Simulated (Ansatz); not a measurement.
Relaxation of a periodic cell of 17 atoms, Mg₉O₈ (host MgO, host structure Fm-3m, interstitial Mg), to a largest force component of 0.03 eV/Å in at most 60 steps.

All numbers below come from DFT PBE-D3(BJ), scalar-relativistic, plane waves, PAW in Ansatz. Settings: PAW set soft_1, cutoff 420 eV, k mesh 2x2x2, gaussian smearing 0.02 eV, no spin polarisation.

```xyz
17
Lattice="0.0000 3.8760 3.8760 3.8760 0.0000 3.8760 3.8760 3.8760 0.0000" Properties=species:S:1:pos:R:3:forces:R:3
Mg 0.000 0.000 0.000 -0.62 -0.61 -0.61
O 1.938 1.938 1.938 -2.35 -2.38 -2.38
Mg 1.938 1.938 0.000 0.60 0.61 -0.63
O 3.876 3.876 1.938 1.60 1.57 -1.52
Mg 1.938 0.000 1.938 0.60 -0.63 0.61
O 3.876 1.938 3.876 1.60 -1.52 1.58
Mg 3.876 1.938 1.938 7.72 -7.44 -7.44
O 5.814 3.876 3.876 -0.15 0.15 0.15
Mg 0.000 1.938 1.938 -0.64 0.60 0.60
O 1.938 3.876 3.876 -1.72 1.81 1.81
Mg 1.938 3.876 1.938 -7.64 7.92 -7.72
O 3.876 5.814 3.876 0.14 -0.15 0.15
Mg 1.938 1.938 3.876 -7.64 -7.73 7.93
O 3.876 3.876 5.814 0.14 0.15 -0.15
Mg 3.876 3.876 3.876 7.08 7.01 7.01
O 5.814 5.814 5.814 -0.15 -0.15 -0.15
Mg 2.882 2.893 2.894 1.43 0.80 0.79
```

Q: Where does it end, and by what steps?

A: The run converged. The force dipped under the threshold on the way, but the program's further checks kept it going. Limits of this set-up: coarse k mesh. After 18 steps the energy has fallen by 6.814 eV; Mg13 moved furthest, 0.33 Å.

```json
{"step": "0", "energy less start (eV)": "0.0000", "largest force component (eV/Å)": "7.928", "accepted": "yes"}
{"step": "1", "energy less start (eV)": "-3.6473", "largest force component (eV/Å)": "4.823", "accepted": "yes"}
{"step": "2", "energy less start (eV)": "-6.4606", "largest force component (eV/Å)": "0.611", "accepted": "yes"}
{"step": "3", "energy less start (eV)": "-6.6489", "largest force component (eV/Å)": "0.428", "accepted": "yes"}
{"step": "4", "energy less start (eV)": "-5.0243", "largest force component (eV/Å)": "2.778", "accepted": "no"}
{"step": "5", "energy less start (eV)": "-6.7240", "largest force component (eV/Å)": "0.256", "accepted": "yes"}
{"step": "6", "energy less start (eV)": "-6.6979", "largest force component (eV/Å)": "0.665", "accepted": "no"}
{"step": "7", "energy less start (eV)": "-6.7482", "largest force component (eV/Å)": "0.084", "accepted": "yes"}
{"step": "8", "energy less start (eV)": "-6.7445", "largest force component (eV/Å)": "0.384", "accepted": "no"}
{"step": "9", "energy less start (eV)": "-6.7559", "largest force component (eV/Å)": "0.104", "accepted": "yes"}
{"step": "10", "energy less start (eV)": "-6.7624", "largest force component (eV/Å)": "0.250", "accepted": "yes"}
{"step": "11", "energy less start (eV)": "-6.7710", "largest force component (eV/Å)": "0.378", "accepted": "yes"}
{"step": "12", "energy less start (eV)": "-6.7834", "largest force component (eV/Å)": "0.387", "accepted": "yes"}
{"step": "13", "energy less start (eV)": "-6.7406", "largest force component (eV/Å)": "0.662", "accepted": "no"}
{"step": "14", "energy less start (eV)": "-6.8094", "largest force component (eV/Å)": "0.147", "accepted": "yes"}
{"step": "15", "energy less start (eV)": "-6.7989", "largest force component (eV/Å)": "0.225", "accepted": "no"}
{"step": "16", "energy less start (eV)": "-6.8108", "largest force component (eV/Å)": "0.144", "accepted": "yes"}
{"step": "17", "energy less start (eV)": "-6.8137", "largest force component (eV/Å)": "0.026", "accepted": "yes"}
{"step": "18", "energy less start (eV)": "-6.8137", "largest force component (eV/Å)": "0.026", "accepted": "yes"}
```

```xyz
17
Lattice="0.0000 3.8760 3.8760 3.8760 0.0000 3.8760 3.8760 3.8760 0.0000" Properties=species:S:1:pos:R:3
Mg 0.064 -0.009 -0.009
O 1.984 1.810 1.808
Mg 1.940 1.967 -0.030
O 3.898 3.870 1.942
Mg 1.940 -0.029 1.966
O 3.899 1.941 3.870
Mg 3.993 1.801 1.801
O 5.909 3.808 3.808
Mg 0.063 1.946 1.946
O 1.984 4.003 4.001
Mg 1.748 4.062 1.751
O 3.787 5.874 3.816
Mg 1.746 1.749 4.063
O 3.787 3.816 5.874
Mg 3.991 4.012 4.012
O 5.908 5.881 5.881
Mg 2.754 2.904 2.906
```

Whether the end is a true minimum wasn't checked by a vibrational analysis.

The run took 51 s on 1 thread of AMD EPYC 7B13 (Zen 3), with other jobs on the host, peak memory 0.46 GiB.
